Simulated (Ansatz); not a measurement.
# C₆H₈O₂: small, medium and large basis sets

The task here is to estimate one member of a computed series from the others.

The runs use Ansatz 0.2.0, Gaussian basis; one geometry, several basis sets.

The runs, in order: PBE0-D4/def2-SVP; ωB97M-V/def2-SVP; PBE0-D4/def2-QZVPP; ωB97M-V/def2-QZVPP; the functionals' def2-TZVPP values are taken from earlier runs.

## The relaxed structure

An earlier PBE0-D4 in a triple-zeta def2 set relaxation fixed the geometry.

SMILES `O=C1CCCC(=O)C1`, 16 atoms, charge 0, spin multiplicity 1.

Atoms are counted from 1 here; the program's logs count them from 0.

Bond lengths: O1–C2 1.203 Å, C2–C3 1.513 Å, C2–C8 1.513 Å, C3–C4 1.521 Å, C3–H9 1.093 Å, C3–H10 1.097 Å, C4–C5 1.521 Å, C4–H11 1.095 Å, C4–H12 1.092 Å, C5–C6 1.513 Å, C5–H13 1.097 Å, C5–H14 1.093 Å, C6–O7 1.203 Å, C6–C8 1.513 Å, C8–H15 1.088 Å, C8–H16 1.101 Å. Angles: O1–C2–C3 122.3°, O1–C2–C8 121.7°, C3–C2–C8 116.0°, C2–C3–C4 113.4°, C2–C3–H9 107.8°, C2–C3–H10 106.2°, C4–C3–H9 112.6°, C4–C3–H10 110.5°, H9–C3–H10 105.9°, C3–C4–C5 110.8°, C3–C4–H11 109.9°, C3–C4–H12 110.0°, C5–C4–H11 109.9°, C5–C4–H12 110.0°, H11–C4–H12 106.1°, C4–C5–C6 113.4°, C4–C5–H13 110.5°, C4–C5–H14 112.5° and more.

As a file:

```xyz
16
charge 0, multiplicity 1
O     0.46185    0.14273    2.68143
C     0.21095   -0.02030    1.51642
C     1.25521   -0.47561    0.52036
C     0.68761   -0.76433   -0.86089
C    -0.11930    0.41918   -1.37237
C    -1.17944    0.88969   -0.40035
O    -1.97820    1.74306   -0.68418
C    -1.17423    0.22560    0.95919
H     1.77312   -1.33692    0.94929
H     1.99984    0.32811    0.46860
H     0.05521   -1.65781   -0.82388
H     1.49655   -0.99466   -1.55727
H     0.53514    1.28077   -1.55228
H    -0.60969    0.21098   -2.32647
H    -1.78919    0.77756    1.66738
H    -1.62541   -0.76805    0.81502
```

Set-up of the first run:

in.yaml reads:

```yaml
crystal:
  periodic: [false, false, false]
  atoms:
    - {symbol: O, position_ang: [0.461845, 0.142727, 2.681426]}
    - {symbol: C, position_ang: [0.210954, -0.020304, 1.516423]}
    - {symbol: C, position_ang: [1.255215, -0.475610, 0.520360]}
    - {symbol: C, position_ang: [0.687611, -0.764328, -0.860885]}
    - {symbol: C, position_ang: [-0.119303, 0.419181, -1.372370]}
    - {symbol: C, position_ang: [-1.179439, 0.889691, -0.400345]}
    - {symbol: O, position_ang: [-1.978202, 1.743057, -0.684178]}
    - {symbol: C, position_ang: [-1.174230, 0.225598, 0.959190]}
    - {symbol: H, position_ang: [1.773117, -1.336916, 0.949295]}
    - {symbol: H, position_ang: [1.999840, 0.328111, 0.468599]}
    - {symbol: H, position_ang: [0.055206, -1.657806, -0.823882]}
    - {symbol: H, position_ang: [1.496549, -0.994656, -1.557275]}
    - {symbol: H, position_ang: [0.535138, 1.280770, -1.552275]}
    - {symbol: H, position_ang: [-0.609692, 0.210976, -2.326473]}
    - {symbol: H, position_ang: [-1.789187, 0.777560, 1.667381]}
    - {symbol: H, position_ang: [-1.625412, -0.768051, 0.815021]}
basis:
  gaussian: {orbitals: def2-SVP}
hamiltonian: {xc: pbe0, dispersion: d4}
output: {orbitals: {seedname: orbitals}}
```

Command:

```console
$ ansatz run in.yaml --threads 2 --pin off --events-out ev --progress --plain --max-ram 31744MiB --backend cpu
```

Steps of the session up to this table: PBE0-D4 in def2-SVP; ωB97M-V in def2-SVP; PBE0-D4 in def2-QZVPP; ωB97M-V in def2-QZVPP.

One table of the session follows, with a row left open; its other results are not shown here.

It belongs to the step «Density functionals: the series». 

```
functional       basis  HOMO (eV)
   PBE0-D4    def2-SVP      -7.16
   PBE0-D4  def2-TZVPP      -7.31
   PBE0-D4  def2-QZVPP      -7.35
   ωB97M-V    def2-SVP      -9.53
   ωB97M-V  def2-TZVPP          ?
   ωB97M-V  def2-QZVPP      -9.74
```

Estimate the missing values for ωB97M-V, def2-TZVPP.

The run gave: HOMO (eV): -9.70. In the column «HOMO (eV)» it lies between ωB97M-V, def2-QZVPP (-9.74) and ωB97M-V, def2-SVP (-9.53).
